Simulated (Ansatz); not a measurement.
# C₂H₆FIn: how energies converge with the basis set

How large a basis does C₂H₆FIn need? Two functionals are run in growing sets.

Program: Ansatz 0.2.0, Gaussian basis. Level of theory: one geometry, several basis sets. These are calculated values, not measurements.

Levels to be run: PBE0-D4/def2-SVP; ωB97M-V/def2-SVP; PBE0-D4/def2-QZVPP; ωB97M-V/def2-QZVPP; the functionals' def2-TZVPP values are taken from earlier runs.

### 1 The geometry

An earlier PBE0-D4 in a triple-zeta def2 set relaxation fixed the geometry. In takes the def2 core potential; no spin-orbit term is included.

SMILES `C[CH2][InH][F]`, 10 atoms, charge 0, spin multiplicity 1.

Atoms are counted from 1 here; the program's logs count them from 0.

Bond lengths: C1–C2 1.522 Å, C1–H5 1.091 Å, C1–H6 1.095 Å, C1–H7 1.092 Å, C2–In3 2.144 Å, C2–H8 1.093 Å, C2–H9 1.095 Å, In3–F4 1.975 Å, In3–H10 1.708 Å. Angles: C2–C1–H5 111.8°, C2–C1–H6 110.9°, C2–C1–H7 111.8°, H5–C1–H6 107.9°, H5–C1–H7 106.7°, H6–C1–H7 107.4°, C1–C2–In3 112.9°, C1–C2–H8 111.8°, C1–C2–H9 111.2°, In3–C2–H8 108.2°, In3–C2–H9 106.1°, H8–C2–H9 106.1°, C2–In3–F4 107.4°, C2–In3–H10 143.5°, F4–In3–H10 109.1°.

### 2 PBE0-D4 in def2-SVP

The input, in.yaml:

```yaml
crystal:
  periodic: [false, false, false]
  atoms:
    - {symbol: C, position_ang: [-1.195886, 0.568021, -0.053540]}
    - {symbol: C, position_ang: [-0.040460, 0.068481, 0.802786]}
    - {symbol: In, position_ang: [1.591881, -0.693655, -0.359342]}
    - {symbol: F, position_ang: [0.917021, -1.011408, -2.187798]}
    - {symbol: H, position_ang: [-1.550795, -0.198916, -0.743939]}
    - {symbol: H, position_ang: [-2.040796, 0.875701, 0.570722]}
    - {symbol: H, position_ang: [-0.908372, 1.429037, -0.660747]}
    - {symbol: H, position_ang: [0.345318, 0.850563, 1.461665]}
    - {symbol: H, position_ang: [-0.357067, -0.750537, 1.456262]}
    - {symbol: H, position_ang: [3.239146, -1.137286, -0.286090]}
basis:
  gaussian: {orbitals: def2-SVP}
hamiltonian: {xc: pbe0, dispersion: d4}
output: {orbitals: {seedname: orbitals}}
```

Further steps of the session: ωB97M-V in def2-SVP; PBE0-D4 in def2-QZVPP; ωB97M-V in def2-QZVPP.

Q: Predict the results of all the runs planned. Wanted: PBE0-D4: double and triple zeta above quadruple; ωB97M-V: double and triple zeta above quadruple.

The runs gave:

```
                                       quantity          value
PBE0-D4: double and triple zeta above quadruple  6.50, 0.34 eV
ωB97M-V: double and triple zeta above quadruple  6.76, 0.34 eV
```

In words: For PBE0-D4 the step from double to triple zeta gains 6.16 eV and the next only 0.34 eV. Total energies overstate the basis error of differences, where much of it tends to cancel.
